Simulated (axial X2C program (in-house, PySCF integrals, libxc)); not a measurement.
# All-electron X2C curves of ZnH⁺

What are the state, bond length, wavenumber and bond energy of ZnH⁺, and what does spin–orbit coupling change?

Program: an in-house X2C program for linear molecules on PySCF integrals. Level of theory: all-electron X2C, Zn dyall-cv3z, H dyall-v3z. These are calculated values, not measurements.

### 1 Set-up

The input, task.json:

```json
{"zs": [30, 1], "q": 1, "bas": ["dyall-cv3z", "dyall-v3z"], "levels": ["PBE0", "HF", "PBEsol"], "cc": true, "r0": 1.5, "thr": -2.0, "nmax": 90, "npts": 10, "nst": 2, "ntry": 6}
```

Keys: zs atomic numbers; q charge; bas basis sets; levels methods (HF also brings MP2); cc coupled cluster on or off; r0 starting distance in Å; thr threshold in hartree for freezing inner shells (an s shell follows its p shell); nmax most natural virtual spinors; npts points asked for on the curve; nst determinants followed; ntry starts of the search.

Run with:

```
> python so2c.py task.json out
```

Spin-free means the one-electron spin-free X2C Hamiltonian; two-component (2c) means X2C with spin–orbit coupling and atomic mean-field two-electron Coulomb and Gaunt terms. Basis: Zn dyall-cv3z contracted to [9s10p6d3f2g], H dyall-v3z contracted to [6s2p1d]; Gaussian nuclei, density fitting. Masses: Zn 63.929 u, H 1.008 u.

Notation: σ, π±, δ± give the projection m of an orbital's angular momentum (0, ±1, ±2), α and β its spin, Λ and M_S the sums; ω is the projection of a spinor's total angular momentum and Ω the sum. Logs are in hartree.

The results follow Hamiltonian by Hamiltonian and level by level.

### 2 Which state to follow

Determinants are compared with PBE0 at 1.500 Å.

Spin-free determinants:

```tsv
ΔE (eV)	state	open shells
0.00	M_S = 0, Λ = 0	closed shell
3.85	M_S = 1, Λ = 0	beyond closed shells: 2 × σα
```

Two-component determinants:

| ΔE (eV) | state | open shells |
| --- | --- | --- |
| 0.00 | Ω = 0 | closed shell |
| 3.85 | Ω = 1 | excess of +ω over −ω: 2 × ω = 1/2 |

### 3 PBE0, spin-free

State followed: M_S = 0, Λ = 0 (closed shell). The scan is laid around 1.514 Å, a first estimate of the minimum, and this SCF restarts from the orbitals of the search.

Output at 1.514 Å:

```text
spin-free X2C-1e  PBE0
basis functions 125  fitting functions 660  grid points 5068
iter        total energy     max residual
   1      -1795.941659895     2.89e-01
   2      -1795.965585453     1.57e-03
   3      -1795.965607107     8.04e-04
   4      -1795.965608905     4.71e-04
   5      -1795.965610467     1.37e-04
   6      -1795.965610550     3.12e-05
   7      -1795.965610554     4.79e-06
converged
one-electron -2514.97896119  Coulomb 780.48224854  exact exchange -17.63487477  xc functional -54.31970103  nuclear repulsion 10.48567789
```

Along the bond, energies from the lowest point:

```
R (Å)  E (eV)  μ (D)  HOMO (eV)  LUMO (eV)  iterations
1.317  0.3599  -1.59     -17.26     -10.08           9
1.378  0.1558  -1.53     -17.14     -10.13           8
1.423  0.0637  -1.47     -17.04     -10.17           8
1.469  0.0144  -1.41     -16.93     -10.22           8
1.514  0.0000  -1.34     -16.82     -10.26           7
1.567  0.0191  -1.26     -16.69     -10.30           8
1.620  0.0690  -1.17     -16.55     -10.35           8
1.688  0.1679  -1.05     -16.38     -10.41           8
1.771  0.3269  -0.88     -16.17     -10.48           8
1.893  0.6038  -0.63     -15.87     -10.60           8
```

Dipoles are positive if H is the positive end and refer to the centre of mass.

Outer orbitals at the reference distance:

```
symmetry  occupied  ε (eV)             atomic character
      σα       yes  -22.72             95% Zn d, 4% H s
     π+α       yes  -22.41                     99% Zn d
     π-α       yes  -22.41                     99% Zn d
     δ-α       yes  -22.39                    100% Zn d
     δ+α       yes  -22.39                    100% Zn d
      σα       yes  -16.82   47% H s, 43% Zn s, 4% Zn d
      σα        no  -10.26  46% Zn p, 35% Zn s, 15% H s
     π+α        no   -6.82             96% Zn p, 4% H p
     π-α        no   -6.82             96% Zn p, 4% H p
      σα        no   -3.09  45% Zn s, 19% Zn p, 15% H s
```

PBE0 fields in the half plane through the axis: z from -2.4 to 3.9 Å across, distance from the axis 0.15 to 2.25 Å upwards; Zn lies at z = 0 and H at z = 1.514 Å; the ELF is damped to zero where the density is low.

log10 density (e/bohr³). Ten even steps from '0' (-6.45 ) to '9' (1.37 ):
```
0112233333333322211100
1122333444443333222110
1223344444444443332210
1233445555555544332211
2234455666655554433221
2334556777666655443321
2334567888766665543321
2344567999777766543321
```

ELF. Ten even steps from ' ' (0.00 ) to '@' (1.00 ):
```
                                            
                ......::..                  
              ....::--==++**==..            
            ......::--++%%@@@@##--          
            ........::++%%@@@@@@%%::        
            ..::::::..==@@@@@@@@@@##        
            ::++##++::--@@@@@@@@@@@@::      
            ==##--##----@@@@@@@@@@@@--      
```

Re = 1.513 Å, ωe = 1956 cm⁻¹, ωexe = 32 cm⁻¹, Be = 7.426 cm⁻¹, De = 2.40 eV, μ = -1.35 D.

### 4 HF, spin-free

Output at 1.514 Å:

```text
spin-free X2C-1e  HF
basis functions 125  fitting functions 660  grid points 5068
iter        total energy     max residual
   1      -1794.550533825     2.65e-01
   2      -1794.572191534     1.73e-02
   3      -1794.573311494     3.74e-02
   4      -1794.574442947     5.12e-03
   5      -1794.574475386     7.48e-04
   6      -1794.574481556     4.33e-04
   7      -1794.574481784     1.04e-04
   8      -1794.574481806     1.33e-05
   9      -1794.574481807     8.97e-06
  10      -1794.574481807     5.67e-07
converged
one-electron -2515.97236515  Coulomb 781.60933430  exact exchange -70.69712885  xc functional 0.00000000  nuclear repulsion 10.48567789
```

Re = 1.531 Å, ωe = 2005 cm⁻¹, ωexe = 26.9 cm⁻¹, Be = 7.247 cm⁻¹, De = 1.23 eV, μ = -2.35 D.

### 5 PBEsol, spin-free

The SCF at the reference distance of 1.514 Å:

```text
spin-free X2C-1e  PBEsol
basis functions 125  fitting functions 660  grid points 5068
iter        total energy     max residual
   1      -1794.523627460     9.19e-02
   2      -1794.524206772     2.73e-02
   3      -1794.527596986     1.95e-02
   4      -1794.527847117     8.94e-03
   5      -1794.528279862     6.87e-03
   6      -1794.528377228     3.14e-03
   7      -1794.528391733     1.60e-04
   8      -1794.528391891     2.18e-05
   9      -1794.528391893     2.87e-06
converged
one-electron -2514.18312747  Coulomb 779.61527167  exact exchange 0.00000000  xc functional -70.44621398  nuclear repulsion 10.48567789
```

Re = 1.511 Å, ωe = 1918 cm⁻¹, ωexe = 34.5 cm⁻¹, Be = 7.445 cm⁻¹, De = 2.75 eV, μ = -0.93 D.

### 6 Correlated methods, spin-free

Correlated methods: 12 electrons correlated (frozen shells, counted by type: Zn 3 s, 2 p; H none), 180 virtual spinors in MP2, 90 natural virtuals in coupled cluster.

Output of the correlated part at 1.514 Å:

```text
correlated 12  virtual 180  natural virtual 90  E(MP2) -0.519270280  MP2 remainder -0.020063934
iter   CCSD correlation   residual
   1     -0.441530061   1.39e-01
   2     -0.458143707   5.63e-02
   3     -0.460328802   2.31e-02
   4     -0.459993766   7.61e-03
   5     -0.460120771   2.89e-03
   6     -0.460141613   6.76e-04
   7     -0.460133376   2.91e-04
   8     -0.460137894   1.09e-04
   9     -0.460136796   3.81e-05
  10     -0.460137575   8.99e-06
  11     -0.460137270   3.41e-06
  12     -0.460137269   1.26e-06
(T) -0.012941664  T1 0.0271  D1 0.0613  max T2 0.124
```

T1 in the output is the amplitude norm over the root of the electron number; divide by √2 for the Lee–Taylor value.

MP2: Re = 1.484 Å, ωe = 2074 cm⁻¹, Be = 7.715 cm⁻¹, De = 2.28 eV.

CCSD: Re = 1.508 Å, ωe = 1957 cm⁻¹, ωexe = 36.4 cm⁻¹, Be = 7.469 cm⁻¹, De = 2.46 eV. T1 at Re = 0.019 (Lee–Taylor, the printed value over √2).

CCSD(T): Re = 1.506 Å, ωe = 1948 cm⁻¹, ωexe = 39 cm⁻¹, Be = 7.487 cm⁻¹, De = 2.51 eV. T1 at Re = 0.019 (Lee–Taylor, the printed value over √2).

### 7 The spin-free curves together

Energy (eV) of the followed determinant, spin-free, from each level's lowest point:

```csv
R (Å),PBE0,HF,MP2,CCSD,CCSD(T),PBEsol
1.317,0.360,0.454,0.281,n/a,n/a,0.342
1.378,0.156,0.212,0.102,0.147,0.142,0.146
1.423,0.064,0.097,0.030,0.058,0.055,0.059
1.469,0.014,0.029,0.000,0.011,0.010,0.013
1.514,0.000,0.000,0.005,0.000,0.000,0.000
1.567,0.019,0.007,0.046,0.022,0.023,0.019
1.620,0.069,0.049,0.117,0.073,0.074,0.068
1.688,0.168,0.145,0.243,0.172,0.173,0.163
1.771,0.327,0.308,0.432,n/a,n/a,0.314
1.893,0.604,0.607,0.749,n/a,n/a,0.575
```

### 8 PBE0, 2c

State followed: Ω = 0 (closed shell). The scan is laid around 1.514 Å, a first estimate of the minimum, and this SCF restarts from the orbitals of the search.

Output at 1.514 Å:

```text
two-component X2C + atomic mean field  PBE0
basis functions 125  fitting functions 660  grid points 5068
iter        total energy     max residual
   1      -1795.400708523     2.89e-01
   2      -1795.424663246     1.57e-03
   3      -1795.424684948     8.03e-04
   4      -1795.424686759     4.67e-04
   5      -1795.424688305     1.37e-04
   6      -1795.424688388     2.84e-05
   7      -1795.424688392     4.22e-06
converged
one-electron -2513.60175822  Coulomb 780.19481552  exact exchange -17.62887336  xc functional -54.30094115  nuclear repulsion 10.48567789  atomic mean-field constant -0.57360907
```

Along the bond, energies from the lowest point:

| R (Å) | E (eV) | μ (D) | HOMO (eV) | LUMO (eV) | iterations |
| --- | --- | --- | --- | --- | --- |
| 1.317 | 0.3609 | -1.60 | -17.26 | -10.08 | 9 |
| 1.378 | 0.1564 | -1.53 | -17.14 | -10.13 | 8 |
| 1.423 | 0.0642 | -1.47 | -17.04 | -10.17 | 8 |
| 1.469 | 0.0146 | -1.41 | -16.93 | -10.21 | 8 |
| 1.514 | 0.0000 | -1.34 | -16.82 | -10.25 | 7 |
| 1.567 | 0.0189 | -1.26 | -16.69 | -10.30 | 8 |
| 1.620 | 0.0686 | -1.17 | -16.55 | -10.35 | 8 |
| 1.688 | 0.1673 | -1.05 | -16.38 | -10.41 | 8 |
| 1.771 | 0.3261 | -0.89 | -16.17 | -10.48 | 8 |
| 1.893 | 0.6028 | -0.63 | -15.87 | -10.59 | 8 |

Dipoles are positive if H is the positive end and refer to the centre of mass.

Outer spinors at the reference distance:

| ω | occupied | ε (eV) | atomic character | λ mixture |
| --- | --- | --- | --- | --- |
| 1/2 | yes | -22.80 | 96% Zn d, 3% H s | 80% σ, 20% π |
| 3/2 | yes | -22.60 | 100% Zn d | 78% δ, 22% π |
| 1/2 | yes | -22.40 | 98% Zn d | 80% π, 20% σ |
| 3/2 | yes | -22.27 | 100% Zn d | 78% π, 22% δ |
| 5/2 | yes | -22.26 | 100% Zn d | 100% δ |
| 1/2 | yes | -16.82 | 47% H s, 43% Zn s, 4% Zn d | 100% σ |
| 1/2 | no | -10.25 | 46% Zn p, 35% Zn s, 15% H s | 100% σ |
| 1/2 | no | -6.85 | 96% Zn p, 4% H p | 100% π |
| 3/2 | no | -6.78 | 96% Zn p, 4% H p | 100% π |
| 1/2 | no | -3.09 | 46% Zn s, 19% Zn p, 15% H s | 100% σ |

PBE0 fields in the half plane through the axis: z from -2.4 to 3.9 Å across, distance from the axis 0.15 to 2.25 Å upwards; Zn lies at z = 0 and H at z = 1.514 Å; the ELF is damped to zero where the density is low.

log10 density (e/bohr³). Ten even steps from '0' (-6.45 ) to '9' (1.37 ):
```
0112233333333322211100
1122333444443333222100
1223344444444443332210
1233445555555544332211
2234455666655554433221
2334556777666655443321
2334567888766665543321
2344567999777766543321
```

ELF. Ten even steps from ' ' (0.00 ) to '@' (1.00 ):
```
                                            
                ......::..                  
              ....::--==++**==..            
            ......::--++%%@@@@##--          
            ........::++%%@@@@@@%%::        
            ..::::::..==@@@@@@@@@@##        
            ::++##++::--@@@@@@@@@@@@::      
            ==##--##----@@@@@@@@@@@@--      
```

Re = 1.513 Å, ωe = 1955 cm⁻¹, ωexe = 32 cm⁻¹, Be = 7.423 cm⁻¹, De = 2.39 eV, μ = -1.35 D.

### 9 HF, 2c

The SCF at the reference distance of 1.514 Å:

```text
two-component X2C + atomic mean field  HF
basis functions 125  fitting functions 660  grid points 5068
iter        total energy     max residual
   1      -1794.010367319     2.65e-01
   2      -1794.032012267     1.74e-02
   3      -1794.033131084     3.74e-02
   4      -1794.034259894     5.12e-03
   5      -1794.034292259     5.93e-04
   6      -1794.034298403     4.32e-04
   7      -1794.034298630     1.03e-04
   8      -1794.034298652     1.33e-05
   9      -1794.034298653     9.04e-06
  10      -1794.034298653     5.71e-07
converged
one-electron -2514.59390039  Coulomb 781.32057550  exact exchange -70.67304259  xc functional 0.00000000  nuclear repulsion 10.48567789  atomic mean-field constant -0.57360907
```

Re = 1.532 Å, ωe = 2004 cm⁻¹, ωexe = 26.9 cm⁻¹, Be = 7.243 cm⁻¹, De = 1.23 eV, μ = -2.35 D.

### 10 PBEsol, 2c

Output at 1.514 Å:

```text
two-component X2C + atomic mean field  PBEsol
basis functions 125  fitting functions 660  grid points 5068
iter        total energy     max residual
   1      -1793.982772424     9.19e-02
   2      -1793.983357069     2.72e-02
   3      -1793.986740890     1.96e-02
   4      -1793.986991738     8.92e-03
   5      -1793.987423060     6.87e-03
   6      -1793.987520393     3.14e-03
   7      -1793.987534851     1.58e-04
   8      -1793.987535009     2.18e-05
   9      -1793.987535011     2.88e-06
converged
one-electron -2512.80646561  Coulomb 779.32839653  exact exchange 0.00000000  xc functional -70.42153476  nuclear repulsion 10.48567789  atomic mean-field constant -0.57360907
```

Re = 1.511 Å, ωe = 1917 cm⁻¹, ωexe = 34.5 cm⁻¹, Be = 7.442 cm⁻¹, De = 2.75 eV, μ = -0.93 D.

### 11 Correlated methods, 2c

Correlated methods: 12 electrons correlated (frozen shells, counted by type: Zn 3 s, 2 p; H none), 180 virtual spinors in MP2, 90 natural virtuals in coupled cluster.

Output of the correlated part at 1.514 Å:

```text
correlated 12  virtual 180  natural virtual 90  E(MP2) -0.519060676  MP2 remainder -0.020061989
iter   CCSD correlation   residual
   1     -0.441409743   1.39e-01
   2     -0.457998560   5.62e-02
   3     -0.460180503   2.31e-02
   4     -0.459845676   7.60e-03
   5     -0.459972521   2.88e-03
   6     -0.459993315   6.75e-04
   7     -0.459985092   2.90e-04
   8     -0.459989601   1.08e-04
   9     -0.459988500   3.80e-05
  10     -0.459989279   9.02e-06
  11     -0.459988974   3.45e-06
  12     -0.459988973   1.28e-06
(T) -0.012926607  T1 0.0271  D1 0.0613  max T2 0.124
```

MP2: Re = 1.484 Å, ωe = 2073 cm⁻¹, Be = 7.711 cm⁻¹, De = 2.28 eV.

CCSD: Re = 1.509 Å, ωe = 1956 cm⁻¹, ωexe = 36.5 cm⁻¹, Be = 7.465 cm⁻¹, De = 2.45 eV. T1 at Re = 0.019 (Lee–Taylor, the printed value over √2).

CCSD(T): Re = 1.507 Å, ωe = 1947 cm⁻¹, ωexe = 39.1 cm⁻¹, Be = 7.483 cm⁻¹, De = 2.50 eV. T1 at Re = 0.019 (Lee–Taylor, the printed value over √2).

### 12 The 2c curves together

Energy (eV) of the followed determinant, 2c, from each level's lowest point:

```csv
R (Å),PBE0,HF,MP2,CCSD,CCSD(T),PBEsol
1.317,0.361,0.455,0.282,n/a,n/a,0.342
1.378,0.156,0.213,0.103,0.148,0.143,0.147
1.423,0.064,0.098,0.030,0.058,0.055,0.059
1.469,0.015,0.029,0.000,0.012,0.010,0.013
1.514,0.000,0.000,0.005,0.000,0.000,0.000
1.567,0.019,0.006,0.045,0.022,0.022,0.019
1.620,0.069,0.049,0.117,0.073,0.074,0.068
1.688,0.167,0.144,0.242,0.172,0.172,0.163
1.771,0.326,0.307,0.431,n/a,n/a,0.314
1.893,0.603,0.605,0.747,n/a,n/a,0.574
```

Time for the job: 63 s (1 thread of Arm Neoverse V2, shared host); peak memory 0.68 GiB.

### 13 What came out

Lowest determinant that the search found at its distance, spin-free: M_S = 0, Λ = 0 (closed shell).

Lowest determinant that the search found at its distance, 2c: Ω = 0 (closed shell).

| Hamiltonian | level | Re (Å) | ωe (cm⁻¹) | De (eV) | μ (D) |
| --- | --- | --- | --- | --- | --- |
| spin-free | PBE0 | 1.513 | 1956 | 2.40 | -1.35 |
| spin-free | HF | 1.531 | 2005 | 1.23 | -2.35 |
| spin-free | MP2 | 1.484 | 2074 | 2.28 | n/a |
| spin-free | CCSD | 1.508 | 1957 | 2.46 | n/a |
| spin-free | CCSD(T) | 1.506 | 1948 | 2.51 | n/a |
| spin-free | PBEsol | 1.511 | 1918 | 2.75 | -0.93 |
| 2c | PBE0 | 1.513 | 1955 | 2.39 | -1.35 |
| 2c | HF | 1.532 | 2004 | 1.23 | -2.35 |
| 2c | MP2 | 1.484 | 2073 | 2.28 | n/a |
| 2c | CCSD | 1.509 | 1956 | 2.45 | n/a |
| 2c | CCSD(T) | 1.507 | 1947 | 2.50 | n/a |
| 2c | PBEsol | 1.511 | 1917 | 2.75 | -0.93 |

Dipoles are positive if H is the positive end and refer to the centre of mass.

Time per point (s) on 1 thread of Arm Neoverse V2, shared host (2c runs; CCSD comes with the CCSD(T) run); the times are rough: PBE0 0.16, HF 0.064, MP2 0.15, CCSD(T) 2.9, PBEsol 0.14.

At CCSD(T), going from spin-free to two-component changes Re by 0 mÅ, ωe by 0.0 %, which is small (part of it comes from the scalar share of the two-electron terms). De moves by 0.00 eV; both De rest on single-determinant atoms, which can miss part of an open shell's spin–orbit lowering.

De refers to Zn+ + H, each in the lowest determinant found, which need not be this curve's own limit. The state is a single determinant with fixed occupations, the lowest that a limited PBE0 search found. The closed shell is kept restricted; where the fragments are open shells, the energy then runs too high at long range. De is counted from the lowest determinant-based energies of the atoms at the same level, without counterpoise correction. Coupled cluster ran in a truncated set of natural virtual spinors; the MP2 energy of the rest was added.
